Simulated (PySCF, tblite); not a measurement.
# C6H12N2Si: geometry, infrared bands and NMR shifts

Wanted: the infrared bands and NMR shifts of C6H12N2Si (`C[Si](C)(C)c1cn[nH]c1`), by calculation.

Programs: tblite 0.8.0 and PySCF 2.14.0, with density-fitted response routines of our own. Each step states its level of theory. These are calculated values for one molecule in the gas phase, unless marked as measured. Atoms are numbered from 0 throughout.

## 1. Starting geometry

21 atoms, charge 0, multiplicity 1; geometry from: force field or distance geometry start.

Bonds of the start (Å): C0–Si1 1.88, Si1–C2 1.88, Si1–C3 1.88, Si1–C4 1.87, C4–C5 1.39, C5–N6 1.34, N6–N7 1.34, N7–C8 1.37, C8–C4 1.38, C0–H9 1.11, C0–H10 1.09, C0–H11 1.09, C2–H12 1.11, C2–H13 1.09, C2–H14 1.10, C3–H15 1.09, C3–H16 1.09, C3–H17 1.09, C5–H18 1.08, N7–H19 1.01, C8–H20 1.09.

## 2. Geometry optimisation with GFN2-xTB

Job settings and geometry (Å):

```
{"job": {"kind": "relax", "xc": "GFN2-xTB", "basis": "xTB"}, "charge": 0, "multiplicity": 1}
C     -1.454300    -1.604700    -0.669100
Si    -0.766400     0.029700    -0.051300
C     -1.507700     0.396400     1.641200
C     -1.254300     1.396600    -1.245700
C      1.089500    -0.094400     0.111500
C      1.798200    -0.996600     0.902200
N      3.123700    -0.822100     0.783800
N      3.247400     0.192400    -0.084700
C      2.044800     0.662400    -0.530800
H     -2.555600    -1.542100    -0.755700
H     -1.052300    -1.849400    -1.652600
H     -1.226400    -2.421000     0.021400
H     -2.610900     0.475600     1.571400
H     -1.273200    -0.391000     2.352800
H     -1.138900     1.356200     2.032000
H     -2.345400     1.454500    -1.306100
H     -0.877700     2.361600    -0.891600
H     -0.848700     1.190000    -2.234400
H      1.436700    -1.767100     1.574500
H      4.178000     0.502800    -0.333000
H      1.984500     1.487100    -1.236400
```

On the command line:

```bash
$ OMP_NUM_THREADS=1 python probes_run.py task.json out
```

The driver reads the jobs from task.json and runs them one after another.

**Question.** This job is followed by: GFN2-xTB harmonic vibrations, gas phase; GIAO PBE0/pcSseg-1 NMR shielding, non-relativistic, gas phase. What will the session give for the following? strongest single infrared mode (GFN2-xTB); zero-point energy (GFN2-xTB); 13C shifts against TMS (PBE0/pcSseg-1, means over atoms taken as alike); 1H shifts against TMS (PBE0/pcSseg-1, means over atoms taken as alike); 29Si shifts against TMS (PBE0/pcSseg-1); 15N shifts against NH3 (PBE0/pcSseg-1).

The runs gave:

| quantity | value |
| --- | --- |
| strongest single infrared mode (GFN2-xTB) | 856 cm⁻¹, 246 km/mol |
| zero-point energy (GFN2-xTB) | 107.0 kcal/mol |
| 13C shifts against TMS (PBE0/pcSseg-1, means over atoms taken as alike) | 147.3, 134.8, 118.6, 0.2 ppm |
| 1H shifts against TMS (PBE0/pcSseg-1, means over atoms taken as alike) | 9.60, 7.70, 7.34, 0.22 ppm |
| 29Si shifts against TMS (PBE0/pcSseg-1) | -12.1 ppm |
| 15N shifts against NH3 (PBE0/pcSseg-1) | 345.6, 223.2 ppm |

In words: Relaxing lowered the energy by 0.125 eV in 32 steps; the close pair that moved most is C0–Si1, from 1.878 to 1.908 Å. No mode is imaginary among the 57: a minimum at this level. Unscaled tight-binding wavenumbers are off by several per cent, some by more. Its intensities can rank the bands wrongly. At PBE0/pcSseg-1: Shielding is most anisotropic at N6 (span 509 ppm, paramagnetic term -404 ppm). NICS(1)zz of -32 ppm above the planar ring from C4 marks a diatropic (aromatic) ring current.
